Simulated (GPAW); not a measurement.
Crystal: In3As.

```
CELL_PARAMETERS angstrom
4.67168 0.00000 0.00000
0.00000 4.67168 0.00000
0.00000 0.00000 4.67168
ATOMIC_POSITIONS crystal
In 0.50000 0.50000 0.00000
In 0.50000 0.00000 0.50000
In 0.00000 0.50000 0.50000
As 0.00000 0.00000 0.00000
```

The cell comes from a database or a generator and needn't be the stable form of this composition.

Base run:

```yaml
Program: GPAW 26.7.0
Functional: PBEsol
Potentials_or_basis: PAW data sets generated in the run's folder for this functional
Cutoff: 600 eV
Basis: pw
k_mesh: 6 × 6 × 6
Occupations: fermi-dirac, width 0.05 eV
Spin: no spin polarisation
```

Its results: pressure -2.7 GPa.

Task: The run is repeated on the same cell with these changes: functional from PBEsol to LDA; potentials or basis from PAW data sets generated in the run's folder for this functional to the program's PAW data sets (release 1.2.1) made for this functional. What comes out?

Result: Pressure -4.1 GPa.
